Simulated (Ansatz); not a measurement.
# C2H5F3OSi: one species, many methods

One table from this session's results is given with a row withheld; the runs are named, their logs left out.

Program: Ansatz 0.2.0, Gaussian basis. Level of theory: functionals in def2-TZVPP, the program's frozen cores in correlated methods. These are calculated values, not measurements.

Levels to be run: LDA (SPW92), PBE-D4, revPBE-D4, BLYP-D4, r2SCAN-D4, B97M-V, PBE0-D4, B3LYP-D4, r2SCANh-D4, r2SCAN0-D4, HSE06-D4, BHLYP-D4, CAM-B3LYP-D4, LC-ωPBE, ωB97X-V, ωB97M-V, B2PLYP, PBE-QIDH; CCSD(T)/def2-SVP; MP2/def2-TZVPP; MP2/def2-QZVPP; RPA on PBE.

**The geometry**

The geometry comes from an earlier relaxation with PBE0-D4 in a triple-zeta def2 set; it is a stationary point, not always the lowest conformer.

SMILES `FC(F)(F)CO[SiH3]`, 12 atoms, charge 0, spin multiplicity 1.

Atoms are counted from 1 here; the program's logs count them from 0.

Bond lengths: F1–C2 1.341 Å, C2–F3 1.333 Å, C2–F4 1.333 Å, C2–C5 1.514 Å, C5–O6 1.392 Å, C5–H8 1.097 Å, C5–H9 1.097 Å, O6–Si7 1.650 Å, Si7–H10 1.478 Å, Si7–H11 1.488 Å, Si7–H12 1.488 Å. Angles: F1–C2–F3 107.8°, F1–C2–F4 107.8°, F1–C2–C5 109.3°, F3–C2–F4 107.7°, F3–C2–C5 112.0°, F4–C2–C5 112.0°, C2–C5–O6 109.1°, C2–C5–H8 107.1°, C2–C5–H9 107.1°, O6–C5–H8 112.3°, O6–C5–H9 112.3°, H8–C5–H9 108.6°, C5–O6–Si7 123.5°, O6–Si7–H10 106.0°, O6–Si7–H11 110.2°, O6–Si7–H12 110.1°, H10–Si7–H11 111.0°, H10–Si7–H12 111.1° and more.

As a file:

```
F    -1.62926   -1.25123    2.06837
C    -1.28123   -1.14221    0.77832
F    -2.37703   -0.83168    0.08497
F    -0.86505   -2.33982    0.36540
C    -0.20392   -0.08830    0.63806
O     0.15442    0.02123   -0.70213
Si    1.31292    1.05829   -1.25350
H    -0.61362    0.84755    1.03750
H     0.63665   -0.39977    1.27032
H     1.38124    0.85268   -2.71542
H     0.94190    2.46223   -0.92843
H     2.61987    0.75582   -0.60945
```

Set-up of the first run:

The input, in.yaml:

```yaml
crystal:
  periodic: [false, false, false]
  atoms:
    - {symbol: F, position_ang: [-1.629256, -1.251227, 2.068367]}
    - {symbol: C, position_ang: [-1.281228, -1.142209, 0.778323]}
    - {symbol: F, position_ang: [-2.377025, -0.831675, 0.084972]}
    - {symbol: F, position_ang: [-0.865052, -2.339817, 0.365401]}
    - {symbol: C, position_ang: [-0.203920, -0.088300, 0.638058]}
    - {symbol: O, position_ang: [0.154419, 0.021234, -0.702133]}
    - {symbol: Si, position_ang: [1.312919, 1.058287, -1.253503]}
    - {symbol: H, position_ang: [-0.613623, 0.847555, 1.037502]}
    - {symbol: H, position_ang: [0.636650, -0.399770, 1.270315]}
    - {symbol: H, position_ang: [1.381241, 0.852681, -2.715419]}
    - {symbol: H, position_ang: [0.941904, 2.462225, -0.928432]}
    - {symbol: H, position_ang: [2.619870, 0.755816, -0.609451]}
basis:
  gaussian: {orbitals: def2-TZVPP}
hamiltonian: {xc: lda}
output: {orbitals: {seedname: orbitals}}
```

Run with:

```bash
$ ansatz run in.yaml --threads 4 --pin off --events-out ev --progress --plain --max-ram 11315MiB
```

Steps of the session up to this table: LDA; PBE-D4 (GGA); revPBE-D4 (GGA); BLYP-D4 (GGA); r2SCAN-D4 (meta-GGA); B97M-V (meta-GGA); B3LYP-D4 (hybrid); r2SCANh-D4 (hybrid); r2SCAN0-D4 (hybrid); HSE06-D4 (hybrid); BHLYP-D4 (hybrid); CAM-B3LYP-D4 (range-separated); LC-ωPBE (range-separated); ωB97X-V (range-separated); ωB97M-V (range-separated); B2PLYP (double hybrid); PBE-QIDH (double hybrid).

One table of the session follows, with a row left open; its other results are not shown here.

It belongs to the step «Frontier levels by functional». 

| functional | HOMO (eV) | gap (eV) |
| --- | --- | --- |
| LDA (SPW92) | -7.36 | 6.05 |
| PBE-D4 | -7.24 | 6.24 |
| revPBE-D4 | -7.19 | 6.32 |
| BLYP-D4 | -7.17 | 6.30 |
| r2SCAN-D4 | -7.62 | 7.03 |
| B97M-V | -7.78 | 6.92 |
| PBE0-D4 | -8.80 | 8.67 |
| B3LYP-D4 | ? | ? |
| r2SCANh-D4 | -8.20 | 7.90 |
| r2SCAN0-D4 | -9.06 | 9.19 |
| HSE06-D4 | -8.40 | 7.89 |
| BHLYP-D4 | -10.32 | 11.03 |
| CAM-B3LYP-D4 | -10.27 | 11.10 |
| LC-ωPBE | -11.59 | 13.63 |
| ωB97X-V | -11.28 | 13.17 |
| ωB97M-V | -11.17 | 12.72 |

**Question.** Estimate the row for B3LYP-D4.

Worked estimate for «HOMO (eV)». Against the share of exact exchange, BLYP-D4 (0, -7.17), BHLYP-D4 (0.5, -10.32) give a slope of -6.30 per unit share; at 0.2 the line stands at -8.43.

The run gave: HOMO (eV): -8.59; gap (eV): 8.23. In «HOMO (eV)» the line misses by +0.16.
